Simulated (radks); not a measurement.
# Ionisation of Ir³⁺: one atom, several choices of functional

One table from this session's results is given with a row withheld; the runs are named, their logs left out.

Program: radks (a radial shooting solver on a logarithmic mesh, Libxc functionals) version 1. Level of theory: scalar-relativistic Kohn-Sham, spin-unpolarised, spherical densities, finite nucleus. These are calculated values, not measurements, unless marked.

### Starting point

```
element       : iridium (Z = 77)
charge        : +3
electrons     : 74
configuration : [Xe] 4f14 5d6
ion           : Ir⁴⁺, [Xe] 4f14 5d5
choices       : LDA (Slater exchange, VWN5 correlation); LDA (Slater exchange, Perdew-Wang correlation); TASK exchange with Perdew-Wang LDA correlation; B86b exchange with PBE correlation; exchange-only r2SCAN; HCTH/407; MS2 meta-GGA; Wu-Cohen GGA
```

The outer shells:

Ir³⁺
```
[Xe] core
4f [↑↓][↑↓][↑↓][↑↓][↑↓][↑↓][↑↓]
5d [↑↓][↑ ][↑ ][↑ ][↑ ]
```

Ir⁴⁺
```
[Xe] core
4f [↑↓][↑↓][↑↓][↑↓][↑↓][↑↓][↑↓]
5d [↑ ][↑ ][↑ ][↑ ][↑ ]
```

The first run:

The run's settings:

```text
Z 77
configuration [Xe] 4f14 5d6
relativity scalar-relativistic
functional lda,vwn5
spin unpolarised
nucleus finite rms 5.4032 fm
c 137.035999084
```

Among the steps run: LDA (Slater exchange, VWN5 correlation): Ir³⁺; LDA (Slater exchange, VWN5 correlation): Ir⁴⁺; LDA (Slater exchange, Perdew-Wang correlation): Ir³⁺; LDA (Slater exchange, Perdew-Wang correlation): Ir⁴⁺; TASK exchange with Perdew-Wang LDA correlation: Ir³⁺; TASK exchange with Perdew-Wang LDA correlation: Ir⁴⁺; B86b exchange with PBE correlation: Ir³⁺; B86b exchange with PBE correlation: Ir⁴⁺; exchange-only r2SCAN: Ir³⁺; exchange-only r2SCAN: Ir⁴⁺; HCTH/407: Ir³⁺; HCTH/407: Ir⁴⁺; MS2 meta-GGA: Ir³⁺; MS2 meta-GGA: Ir⁴⁺; Wu-Cohen GGA: Ir³⁺; Wu-Cohen GGA: Ir⁴⁺.

One of the session's tables, all rows but one given; the rest of the session is left out.

```
                                    functional  Δ-SCF (eV)  −ε(HOMO) (eV)  <r> HOMO (bohr)
       LDA (Slater exchange, VWN5 correlation)      43.892         37.198            1.546
LDA (Slater exchange, Perdew-Wang correlation)           ?              ?                ?
TASK exchange with Perdew-Wang LDA correlation      43.443         36.766            1.510
            B86b exchange with PBE correlation      43.600         36.909            1.545
                          exchange-only r2SCAN      42.358         35.702            1.541
                                      HCTH/407      44.041         37.307            1.532
                                  MS2 meta-GGA      43.560         36.870            1.542
                                  Wu-Cohen GGA      43.619         36.927            1.543
```

**Question.** Estimate the row for LDA (Slater exchange, Perdew-Wang correlation).

**Answer.** Δ-SCF (eV): 43.886; −ε(HOMO) (eV): 37.192; <r> HOMO (bohr): 1.546. In the column «Δ-SCF (eV)» it lies between Wu-Cohen GGA (43.619) and LDA (Slater exchange, VWN5 correlation) (43.892).

Spin polarisation and multiplet splitting are left out, so open shells lie too high by an amount that depends on their filling. Spin-orbit splitting is averaged out at the scalar-relativistic level.
